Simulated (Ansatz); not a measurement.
# Alloy of AgCl and NaCl (12 of 32 Ag sites exchanged), 64 atoms

Aim: relax the alloy cell and compare the gap by PBEsol, HSE06 and r²SCAN.

Method: density functional theory in Ansatz 0.2.0, PAW datasets, plane waves.

## Step 1: The system as built

64 atoms (32 Cl, 20 Ag, 12 Na); a = 11.011 Å, b = 11.011 Å, c = 11.011 Å, α = 90.00°, β = 90.00°, γ = 90.00°. All atoms were shaken off their sites by about 0.02 Å along each axis.

The runs, in order: (2) PBEsol cell relaxation at the single k point (¼, ¼, ¼), on 1 × NVIDIA GB200 with 8 threads of Arm Neoverse-V2; (3) HSE06 single point at the Γ point alone, on 1 × NVIDIA GB200 with 8 threads of Arm Neoverse-V2; (4) r²SCAN single point at the Γ point alone, on 1 × NVIDIA GB200 with 8 threads of Arm Neoverse-V2.

## Step 2: PBEsol relaxation of the cell and the positions

File in.yaml:

```yaml
crystal:
  lattice:
    - [11.011209, 0.000000, 0.000000]
    - [0.000000, 11.011209, 0.000000]
    - [0.000000, 0.000000, 11.011209]
  atoms:
    - { symbol: Cl, position: [0.248810, 0.998607, 0.999772] }
    - { symbol: Cl, position: [0.251130, 0.996919, 0.500286] }
    - { symbol: Cl, position: [0.250259, 0.497409, 0.001473] }
    - { symbol: Cl, position: [0.249791, 0.501413, 0.500655] }
    - { symbol: Cl, position: [0.750475, 0.999356, 0.001061] }
    - { symbol: Cl, position: [0.752987, 0.000842, 0.497314] }
    - { symbol: Cl, position: [0.751548, 0.501043, 0.001746] }
    - { symbol: Cl, position: [0.747875, 0.503046, 0.501521] }
    - { symbol: Cl, position: [0.001332, 0.251962, 0.001730] }
    - { symbol: Cl, position: [0.998051, 0.249846, 0.500043] }
    - { symbol: Cl, position: [0.001776, 0.749980, 0.001488] }
    - { symbol: Cl, position: [0.003465, 0.748823, 0.498174] }
    - { symbol: Cl, position: [0.502318, 0.249790, 0.998609] }
    - { symbol: Cl, position: [0.500297, 0.249971, 0.499065] }
    - { symbol: Cl, position: [0.501760, 0.749983, 0.995967] }
    - { symbol: Cl, position: [0.499624, 0.748285, 0.502681] }
    - { symbol: Cl, position: [0.999487, 0.997661, 0.245771] }
    - { symbol: Cl, position: [0.000011, 0.998671, 0.751979] }
    - { symbol: Cl, position: [0.996833, 0.501495, 0.250857] }
    - { symbol: Cl, position: [0.000523, 0.497793, 0.751610] }
    - { symbol: Cl, position: [0.500353, 0.998616, 0.250090] }
    - { symbol: Cl, position: [0.498421, 0.000499, 0.751670] }
    - { symbol: Cl, position: [0.499554, 0.499421, 0.247393] }
    - { symbol: Cl, position: [0.501403, 0.501015, 0.750297] }
    - { symbol: Cl, position: [0.250007, 0.248777, 0.251196] }
    - { symbol: Cl, position: [0.252482, 0.249984, 0.751544] }
    - { symbol: Cl, position: [0.252235, 0.749694, 0.250073] }
    - { symbol: Cl, position: [0.253780, 0.750308, 0.748656] }
    - { symbol: Cl, position: [0.748451, 0.247028, 0.251633] }
    - { symbol: Cl, position: [0.747758, 0.249754, 0.751419] }
    - { symbol: Cl, position: [0.751652, 0.749151, 0.250243] }
    - { symbol: Cl, position: [0.751790, 0.749121, 0.751536] }
    - { symbol: Ag, position: [0.995742, 0.000691, 0.001095] }
    - { symbol: Ag, position: [0.996905, 0.499721, 0.002239] }
    - { symbol: Ag, position: [0.495431, 0.000333, 0.503079] }
    - { symbol: Ag, position: [0.498970, 0.497781, 0.000279] }
    - { symbol: Ag, position: [0.249767, 0.753674, 0.001946] }
    - { symbol: Ag, position: [0.247431, 0.748821, 0.500735] }
    - { symbol: Ag, position: [0.749256, 0.249213, 0.002977] }
    - { symbol: Ag, position: [0.749245, 0.251515, 0.502247] }
    - { symbol: Ag, position: [0.745960, 0.750431, 0.001278] }
    - { symbol: Ag, position: [0.250958, 0.998401, 0.252953] }
    - { symbol: Ag, position: [0.251708, 0.004164, 0.749592] }
    - { symbol: Ag, position: [0.252910, 0.498675, 0.248667] }
    - { symbol: Ag, position: [0.250992, 0.499191, 0.749931] }
    - { symbol: Ag, position: [0.752118, 0.499172, 0.751235] }
    - { symbol: Ag, position: [0.999161, 0.249083, 0.747769] }
    - { symbol: Ag, position: [0.999825, 0.749062, 0.750126] }
    - { symbol: Ag, position: [0.500147, 0.249802, 0.250444] }
    - { symbol: Ag, position: [0.502256, 0.246726, 0.749853] }
    - { symbol: Ag, position: [0.501277, 0.754743, 0.251917] }
    - { symbol: Ag, position: [0.501894, 0.753594, 0.747135] }
    - { symbol: Na, position: [0.000017, 0.001001, 0.499891] }
    - { symbol: Na, position: [0.001180, 0.503901, 0.499673] }
    - { symbol: Na, position: [0.502141, 0.001467, 0.003084] }
    - { symbol: Na, position: [0.499548, 0.498608, 0.503199] }
    - { symbol: Na, position: [0.250655, 0.250239, 0.002549] }
    - { symbol: Na, position: [0.249259, 0.250307, 0.496811] }
    - { symbol: Na, position: [0.749726, 0.755392, 0.499333] }
    - { symbol: Na, position: [0.749028, 0.002191, 0.249321] }
    - { symbol: Na, position: [0.748179, 0.003032, 0.748899] }
    - { symbol: Na, position: [0.748719, 0.500709, 0.249586] }
    - { symbol: Na, position: [0.997125, 0.250614, 0.251427] }
    - { symbol: Na, position: [0.003642, 0.748791, 0.251648] }
  symmetry: { detect: false }
kpoints:
  mp_grid: { grid: [1, 1, 1], shift: [0.25, 0.25, 0.25] }
hamiltonian:
  xc: pbesol
scf:
  occupations: { method: fermi_dirac, width: 0.01 }
relax:
  f_tol: 0.03
  max_steps: 80
  escape_saddle: false
  adjacent_minimum: "off"
  cell: { fix: [shape] }
output:
  forces: true
  eigenvalues: true
  populations: true
```

On the command line:

```
ansatz run in.yaml --threads 8 --pin off --max-ram 118750MiB --runs-dir r --events-out ev --progress --plain --backend cuda --devices 0, --max-vram 170GiB
```

Further steps of the session: Single point with HSE06; r²SCAN on the same atoms.

Before running it: what results should come out? Wanted: for each run, top filled to lowest empty.

The runs gave:

| level | time | k points | top filled to lowest empty (eV) |
| --- | --- | --- | --- |
| PBEsol, relaxation | 3.8 s (GPU) | (¼, ¼, ¼) | 2.33 |
| HSE06 | 20 s (GPU) | Γ | 3.10 |
| r²SCAN | 4.2 s (GPU) | Γ | 2.20 |

| quantity | value |
| --- | --- |
| relaxation | 4 recorded steps, 0.24 eV gained |
| largest shift | 0.11 Å (Cl9) |
| relaxed cell | a = 11.000 Å, b = 11.000 Å, c = 11.000 Å, α = 90.00°, β = 90.00°, γ = 90.00° |
| mean bonds | Ag–Cl 2.734, Cl–Na 2.778 Å |

**Reading.** Relaxation gains 0.24 eV, with shifts up to 0.11 Å (Cl9), while the volume changes by -0.3 %. The mean lengths of the listed bonds run from Ag–Cl 2.73 Å to Cl–Na 2.78 Å. At the same k points, r²SCAN gives a spacing 0.91 eV smaller than the 3.10 eV of HSE06. Rows on different k points differ by sampling as well as by level. The HSE06 single point took about 4.7 times as long as the r²SCAN one on the same kind of device. With one k point the spacing samples only the states that fold onto it, so it can exceed the gap over the zone.
